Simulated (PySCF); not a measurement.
**How the numerical set-up moves the result for I⁻**

Which parts of the numerical set-up matter for I⁻? Each run edits the base script.

Computed with PySCF 2.14.0. Level: method and basis as typed in the scripts.

3 further runs of the same task are left out: 1 for a known fault of the program, 2 that didn't finish.

**1. The atom**

I⁻: 1 atom, charge -1, spin multiplicity 1.

**2. The base run**

input.py reads:

```python
from pyscf import gto, scf, mp

mol = gto.M(
    atom='I 0 0 0',
    basis='jorge-dzp-dkh',
    charge=-1,
    spin=0,
    verbose=4,
)
mf = scf.UHF(mol)
mf = mf.sfx2c1e()
mf.kernel()
mp.MP2(mf, frozen=18).kernel()
mf.dip_moment()
print('orbital energies (hartree):', [e[max(0, n-3):n+3].round(4) for e, n in zip(mf.mo_energy, mol.nelec)])
```

Command:

```
python input.py
```

The log of this run is left out.

It gives: E(SCF) = -7107.185475 Eh, 7 cycles, E(MP2) − E(SCF) = -0.38367 Eh.

**3. Spin-free X2C off**

Variant 1 changes spin-free X2C: on → off.

input.py reads:

```python
from pyscf import gto, scf, mp

mol = gto.M(
    atom='I 0 0 0',
    basis='jorge-dzp-dkh',
    charge=-1,
    spin=0,
    verbose=4,
)
mf = scf.UHF(mol)
mf.kernel()
mp.MP2(mf, frozen=18).kernel()
mf.dip_moment()
print('orbital energies (hartree):', [e[max(0, n-3):n+3].round(4) for e, n in zip(mf.mo_energy, mol.nelec)])
```

Command:

```
python input.py
```

**4. X2c-tzvpall**

Variant 2 changes basis set: jorge-dzp-dkh → x2c-tzvpall.

Edit input.py of step 2 so:

```diff
@@ -4,3 +4,3 @@
     atom='I 0 0 0',
-    basis='jorge-dzp-dkh',
+    basis='x2c-tzvpall',
     charge=-1,
```

**5. Ano-rcc-vdzp**

Variant 3 changes basis set: jorge-dzp-dkh → ano-rcc-vdzp.

Edit input.py of step 2 so:

```diff
@@ -4,3 +4,3 @@
     atom='I 0 0 0',
-    basis='jorge-dzp-dkh',
+    basis='ano-rcc-vdzp',
     charge=-1,
```

**6. Def2-tzvpp (core potential on, X2C off)**

Variant 4 changes basis set: jorge-dzp-dkh → def2-tzvpp; core potential: off → on; spin-free X2C: on → off; frozen orbitals: 18 → 4. The core potential changes with it: totals don't compare.

input.py reads:

```python
from pyscf import gto, scf, mp

mol = gto.M(
    atom='I 0 0 0',
    basis='def2-tzvpp',
    ecp={'I': 'def2-tzvpp'},
    charge=-1,
    spin=0,
    verbose=4,
)
mf = scf.UHF(mol)
mf.kernel()
mp.MP2(mf, frozen=4).kernel()
mf.dip_moment()
print('orbital energies (hartree):', [e[max(0, n-3):n+3].round(4) for e, n in zip(mf.mo_energy, mol.nelec)])
```

**7. Cartesian functions on**

Variant 5 changes Cartesian functions: off → on.

Edit input.py of step 2 so:

```diff
@@ -7,2 +7,3 @@
     spin=0,
+    cart=True,
     verbose=4,
```

**8. Crenbl (core potential on, X2C off)**

Variant 6 changes basis set: jorge-dzp-dkh → crenbl; core potential: off → on; spin-free X2C: on → off; frozen orbitals: 18 → none. The core potential changes with it: totals don't compare.

input.py reads:

```python
from pyscf import gto, scf, mp

mol = gto.M(
    atom='I 0 0 0',
    basis='crenbl',
    ecp={'I': 'crenbl'},
    charge=-1,
    spin=0,
    verbose=4,
)
mf = scf.UHF(mol)
mf.kernel()
mp.MP2(mf).kernel()
mf.dip_moment()
print('orbital energies (hartree):', [e[max(0, n-3):n+3].round(4) for e, n in zip(mf.mo_energy, mol.nelec)])
```

Before running it: what results should come out? Wanted: for each run, E(SCF); from base; gap; after the SCF.

**Answer**, as computed:

```
                                    run  E(SCF) (hartree)  from base (eV)  cycles  gap (eV)  functions                            after the SCF
                                   base      -7107.185475               0       7     17.42         48  MP2 correlation -10.440 eV, core frozen
        spin-free X2C off (poor choice)      -6841.479057  not comparable       7     17.78         48  MP2 correlation -10.426 eV, core frozen
                            x2c-tzvpall      -7112.933862       -156.4216       7     19.46         60  MP2 correlation -13.906 eV, core frozen
                           ano-rcc-vdzp      -7112.745282       -151.2900       6     22.39         43  MP2 correlation -12.216 eV, core frozen
def2-tzvpp (core potential on, X2C off)       -296.740674  not comparable       8     16.24         50  MP2 correlation -13.614 eV, core frozen
                 Cartesian functions on      -7107.226857         -1.1261       7     17.49         54  MP2 correlation -12.001 eV, core frozen
    crenbl (core potential on, X2C off)       -109.513025  not comparable       7     24.99         32                MP2 correlation -5.965 eV
```

What this shows: Of the runs whose energies can be compared, “x2c-tzvpall” moves the SCF energy most (-156.422 eV). x2c-tzvpall (60 functions) gives an energy 156.42 eV lower than jorge-dzp-dkh (48). ano-rcc-vdzp (43 functions) gives an energy 151.29 eV lower than jorge-dzp-dkh (48); size alone doesn't order basis sets of different families. The dearest run is “ano-rcc-vdzp”, at 4.2 s against 1.3 s. Rows marked «poor choice» come from settings spoiled on purpose.
